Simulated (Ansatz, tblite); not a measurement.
# Cyclo-(Cl2SnO)3 (Sn₃Cl₆O₃): one state, many levels

The task here is to estimate one member of a computed series from the others.

Computed with Ansatz 0.2.0, Gaussian basis. Level: as each input shows.

The runs, in order: GFN1-xTB, GFN2-xTB, PBE-D4/def2-TZVP, r2SCAN-D4/def2-TZVP, PBE-D4/def2-SVP, PBE0-D4/def2-SVP, MP2/def2-SVP, RPA/def2-SVP.

4 further runs of the same task are left out: 2 that didn't finish, 2 set aside as unsound or not needed. Runs told in other sessions of the task aren't counted.

## The relaxed structure

The singlet was relaxed beforehand with PBE-D4/def2-SVP.

12 atoms, charge 0, spin multiplicity 1.

Bond lengths: Sn1–Cl2 2.338 Å, Sn1–Cl3 2.337 Å, Sn1–O4 1.990 Å, Sn1–O12 1.990 Å, O4–Sn5 1.990 Å, Sn5–Cl6 2.337 Å, Sn5–Cl7 2.338 Å, Sn5–O8 1.990 Å, O8–Sn9 1.990 Å, Sn9–Cl10 2.338 Å, Sn9–Cl11 2.337 Å, Sn9–O12 1.990 Å. Angles: Cl2–Sn1–Cl3 110.7°, Cl2–Sn1–O4 108.6°, Cl2–Sn1–O12 108.7°, Cl3–Sn1–O4 108.5°, Cl3–Sn1–O12 108.5°, O4–Sn1–O12 111.8°, Sn1–O4–Sn5 128.2°, O4–Sn5–Cl6 108.5°, O4–Sn5–Cl7 108.6°, O4–Sn5–O8 111.8°, Cl6–Sn5–Cl7 110.7°, Cl6–Sn5–O8 108.6°, Cl7–Sn5–O8 108.6°, Sn5–O8–Sn9 128.2°, O8–Sn9–Cl10 108.6°, O8–Sn9–Cl11 108.6°, O8–Sn9–O12 111.8°, Cl10–Sn9–Cl11 110.7° and more.

Sn takes a core potential in the def2 sets. No spin-orbit coupling is included.

PBE0-D4/def2-TZVP was run before; its log isn't repeated, and its numbers join the tables.

The first run:

Tight binding, by tblite at 300 K electronic temperature and without a spin-polarisation term:

```python
tblite.interface.Calculator('GFN1-xTB', numbers, positions, charge=0, uhf=0).singlepoint()
```

Tight binding, by tblite at 300 K electronic temperature and without a spin-polarisation term:

```python
tblite.interface.Calculator('GFN2-xTB', numbers, positions, charge=0, uhf=0).singlepoint()
```

start.molden holds the orbitals of an earlier run on this state, given as this run's starting guess.

File in.yaml:

```yaml
crystal:
  periodic: [false, false, false]
  atoms:
    - {symbol: Sn, position_ang: [-0.610162, -0.614887, -1.876683]}
    - {symbol: Cl, position_ang: [-2.066885, -2.403960, -2.253257]}
    - {symbol: Cl, position_ang: [0.042633, 0.358835, -3.898643]}
    - {symbol: O, position_ang: [-1.556088, 0.757296, -0.789620]}
    - {symbol: Sn, position_ang: [-1.085628, 1.431292, 1.022510]}
    - {symbol: Cl, position_ang: [-0.735282, 3.738337, 0.889499]}
    - {symbol: Cl, position_ang: [-2.847270, 0.946182, 2.480484]}
    - {symbol: O, position_ang: [0.571130, 0.578195, 1.720289]}
    - {symbol: Sn, position_ang: [1.701598, -0.809001, 0.850087]}
    - {symbol: Cl, position_ang: [1.705693, -2.721119, 2.194881]}
    - {symbol: Cl, position_ang: [3.866980, 0.037779, 0.611959]}
    - {symbol: O, position_ang: [1.013292, -1.298938, -0.951506]}
basis:
  gaussian: {orbitals: def2-TZVP, initial_orbitals: start.molden}
hamiltonian: {xc: pbe, dispersion: d4}
scf: {omitted_lower_state_checks: [starts]}
output: {forces: true, orbitals: {seedname: orbitals}}
```

Command:

```
$ ansatz run in.yaml --threads 4 --pin off --events-out ev --progress --plain --max-ram 6963MiB
```

Steps of the session up to this table: PBE-D4/def2-TZVP; r2SCAN-D4/def2-TZVP; PBE-D4/def2-SVP; PBE0-D4/def2-SVP; MP2/def2-SVP; RPA/def2-SVP.

One table of the session follows, with a row left open; its other results are not shown here.

It belongs to the step «Binding energy». 

```
              level  binding an atom (eV)
        HF/def2-SVP                 1.936
    PBE-D4/def2-SVP                     ?
   PBE-D4/def2-TZVP                 3.417
r2SCAN-D4/def2-TZVP                 3.334
   PBE0-D4/def2-SVP                 3.189
  PBE0-D4/def2-TZVP                 3.259
       RPA/def2-SVP                 2.615
       MP2/def2-SVP                 3.138
```

**Question.** Estimate the row for PBE-D4/def2-SVP.

As computed: binding an atom (eV): 3.371. In the column «binding an atom (eV)» it lies between r2SCAN-D4/def2-TZVP (3.334) and PBE-D4/def2-TZVP (3.417).

Limits of these values: Free atoms were run apart at each level; binding is atoms less cluster, divided by the number of atoms, without zero-point or spin-orbit terms.
